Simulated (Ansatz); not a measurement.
**Hf (Hafnium): how the settings move a single-point run**

Aim: see which settings change the result for Hf (Hafnium), by how much, and at what cost.

Method: reference: DFT, LDA, PAW with Ansatz's default frozen-core files, scalar-relativistic, in Ansatz 0.2.0.

## Step 1: The starting structure

It takes space group P6_3/mmc (No. 194, hexagonal). The conventional cell has a = 3.197 Å, b = 3.197 Å, c = 5.058 Å, α = 90.00°, β = 90.00°, γ = 120.00°. Around Hf (site symmetry -6m2) lie 12 Hf at 3.13 to 3.20 Å.

Structure file:

```
Hf
1.0
     3.19670    0.00000    0.00000
    -1.59835    2.76842    0.00000
     0.00000    0.00000    5.05780
Hf
2
Direct
  0.33333 0.66667 0.25000
  0.66667 0.33333 0.75000
```

## Step 2: The reference run

Input file input.yaml:

```yaml
crystal:
  lattice:
    - [3.1967, 0.0, 0.0]
    - [-1.59835, 2.7684234083, 0.0]
    - [0.0, 0.0, 5.0578]
  atoms:
    - { symbol: Hf, position: [0.3333333333, 0.6666666667, 0.25], spin: 0.6 }
    - { symbol: Hf, position: [0.6666666667, 0.3333333333, 0.75], spin: 0.6 }
magnetization:
  spin_polarized: true
kpoints:
  mp_grid: { grid: [12, 12, 7] }
scf:
  occupations: { method: fermi_dirac, width: 0.05 }
  lower_state_search: "off"
hamiltonian:
  xc: lda
  pseudopotentials: { kind: paw }
output:
  forces: true
  stress: true
  eigenvalues: true
  populations: true
  dos: { projected: true, de: 0.1, e_range: [-8, 5] }
  write_density: true
  write_potential: true
  elf: true
  volumetric_format: npy
```

On the command line:

```bash
> ansatz run input.yaml --threads 1 --pin off --max-ram 3072MiB --backend cpu --events-out ev --progress --plain --runs-dir out
```

## Step 3: Changing settings: starting moments

Input file input.yaml:

```yaml
crystal:
  lattice:
    - [3.1967, 0.0, 0.0]
    - [-1.59835, 2.7684234083, 0.0]
    - [0.0, 0.0, 5.0578]
  atoms:
    - { symbol: Hf, position: [0.3333333333, 0.6666666667, 0.25], spin: 0.01 }
    - { symbol: Hf, position: [0.6666666667, 0.3333333333, 0.75], spin: 0.01 }
magnetization:
  spin_polarized: true
kpoints:
  mp_grid: { grid: [12, 12, 7] }
scf:
  occupations: { method: fermi_dirac, width: 0.05 }
  lower_state_search: "off"
hamiltonian:
  xc: lda
  pseudopotentials: { kind: paw }
output:
  forces: true
  stress: true
  eigenvalues: true
```

Q: Predict the outcome of this session. Wanted: for each run, ending; energy change; pressure; gap; force.

As calculated:

| run | ending | energy change | pressure (GPa) | gap (eV) | force (eV/Å) | cycles | time |
| --- | --- | --- | --- | --- | --- | --- | --- |
| reference | converged | 0 | -7.6 | 0.00 | 0.00 | 14 | 21 s |
| 1: starting moments | converged | 0.0 meV/atom | -7.6 | 0.00 | 0.00 | 12 | 17 s |

Times don't compare one to one where runs were asked for different outputs or read a saved state (see the inputs); cycles may leave out searches for a lower state.

Residual by cycle in the longest SCF loop of each run; runs are numbered as in the table. The quantity is the density residual dr2, in eV.

| cycle | reference | run 1 |
| --- | --- | --- |
| 1 | 0.621 | 0.622 |
| 2 | 0.38 | 0.38 |
| 3 | 0.00803 | 0.00822 |
| 5 | 3.7e-4 | 3.2e-4 |
| 6 | 1.9e-4 | 1.8e-4 |
| 7 | 5.2e-5 | 5.6e-5 |
| 8 | 5.0e-5 | 5.7e-5 |
| 9 | 7.4e-5 | 6.5e-5 |
| 10 | 5.8e-6 | 9.6e-6 |
| 12 | 1.4e-7 | 9.6e-8 |
| 13 | 3.1e-9 | - |
| 14 | 6.2e-11 | - |

With the changed spin start the energy stays within 0.5 meV/atom: no moment survives, so both runs end on the same non-magnetic state.
